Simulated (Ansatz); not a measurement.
**C₃H₈Ge: up Jacob's ladder to CCSD(T)**

One table from this session's results is given with a row withheld; the runs are named, their logs left out.

Computed with Ansatz 0.2.0, Gaussian basis. Level: functionals in def2-TZVPP, the program's frozen cores in correlated methods.

Plan: LDA (SPW92), PBE-D4, revPBE-D4, BLYP-D4, r2SCAN-D4, B97M-V, PBE0-D4, B3LYP-D4, r2SCANh-D4, r2SCAN0-D4, HSE06-D4, BHLYP-D4, CAM-B3LYP-D4, LC-ωPBE, ωB97X-V, ωB97M-V, B2PLYP, PBE-QIDH; CCSD(T)/def2-SVP; CCSD(T)/def2-TZVPP; MP2/def2-QZVPP; extrapolation to the limit; RPA on PBE.

## The relaxed structure

An earlier PBE0-D4 in a triple-zeta def2 set relaxation fixed the geometry.

SMILES `C=C[CH2][GeH3]`, 12 atoms, charge 0, spin multiplicity 1.

Atoms are counted from 1 here; the program's logs count them from 0.

Bond lengths: C1–C2 1.328 Å, C1–H5 1.086 Å, C1–H6 1.083 Å, C2–C3 1.485 Å, C2–H7 1.089 Å, C3–Ge4 1.972 Å, C3–H8 1.093 Å, C3–H9 1.094 Å, Ge4–H10 1.539 Å, Ge4–H11 1.537 Å, Ge4–H12 1.540 Å. Angles: C2–C1–H5 121.5°, C2–C1–H6 121.4°, H5–C1–H6 117.1°, C1–C2–C3 125.4°, C1–C2–H7 118.6°, C3–C2–H7 115.9°, C2–C3–Ge4 111.2°, C2–C3–H8 111.4°, C2–C3–H9 111.3°, Ge4–C3–H8 107.8°, Ge4–C3–H9 106.9°, H8–C3–H9 108.0°, C3–Ge4–H10 109.6°, C3–Ge4–H11 109.5°, C3–Ge4–H12 110.3°, H10–Ge4–H11 109.1°, H10–Ge4–H12 108.9°, H11–Ge4–H12 109.4°.

Set-up of the first run:

in.yaml

```yaml
crystal:
  periodic: [false, false, false]
  atoms:
    - {symbol: C, position_ang: [-1.209115, 1.668451, 0.024365]}
    - {symbol: C, position_ang: [-0.122453, 1.025183, 0.434322]}
    - {symbol: C, position_ang: [-0.043098, -0.427954, 0.728822]}
    - {symbol: Ge, position_ang: [0.939268, -1.388112, -0.686004]}
    - {symbol: H, position_ang: [-2.158037, 1.155880, -0.101659]}
    - {symbol: H, position_ang: [-1.188172, 2.728501, -0.197747]}
    - {symbol: H, position_ang: [0.805528, 1.584430, 0.542461]}
    - {symbol: H, position_ang: [-1.037443, -0.873777, 0.807004]}
    - {symbol: H, position_ang: [0.486652, -0.614739, 1.667216]}
    - {symbol: H, position_ang: [2.319386, -0.737971, -0.890105]}
    - {symbol: H, position_ang: [0.148446, -1.310586, -2.002098]}
    - {symbol: H, position_ang: [1.135940, -2.864308, -0.292675]}
basis:
  gaussian: {orbitals: def2-TZVPP}
hamiltonian: {xc: lda}
output: {orbitals: {seedname: orbitals}}
```

On the command line:

```
> ansatz run in.yaml --threads 4 --pin off --events-out ev --progress --plain --max-ram 10444MiB
```

Among the steps run: LDA; PBE-D4 (GGA); revPBE-D4 (GGA); BLYP-D4 (GGA); r2SCAN-D4 (meta-GGA); B97M-V (meta-GGA); PBE0-D4 (hybrid); B3LYP-D4 (hybrid); r2SCANh-D4 (hybrid); r2SCAN0-D4 (hybrid); HSE06-D4 (hybrid); BHLYP-D4 (hybrid); CAM-B3LYP-D4 (range-separated); LC-ωPBE (range-separated); ωB97X-V (range-separated); ωB97M-V (range-separated); B2PLYP (double hybrid); PBE-QIDH (double hybrid).

One of the session's tables, all rows but one given; the rest of the session is left out.

It belongs to the step «Orbital energies across the functionals». 

| functional | HOMO (eV) | gap (eV) |
| --- | --- | --- |
| LDA (SPW92) | -6.21 | 5.10 |
| PBE-D4 | ? | ? |
| revPBE-D4 | -5.97 | 5.18 |
| BLYP-D4 | -5.88 | 5.12 |
| r2SCAN-D4 | -6.22 | 5.58 |
| B97M-V | -6.25 | 5.63 |
| PBE0-D4 | -7.10 | 7.22 |
| B3LYP-D4 | -6.90 | 6.77 |
| r2SCANh-D4 | -6.62 | 6.35 |
| r2SCAN0-D4 | -7.23 | 7.48 |
| HSE06-D4 | -6.71 | 6.44 |
| BHLYP-D4 | -8.02 | 9.20 |
| CAM-B3LYP-D4 | -8.39 | 9.61 |
| LC-ωPBE | -9.75 | 12.14 |
| ωB97X-V | -9.37 | 11.67 |
| ωB97M-V | -9.28 | 11.41 |

Q: Estimate the row for PBE-D4 from the others.

The run gave: HOMO (eV): -6.04; gap (eV): 5.16. In the column «HOMO (eV)» it lies between LDA (SPW92) (-6.21) and revPBE-D4 (-5.97).
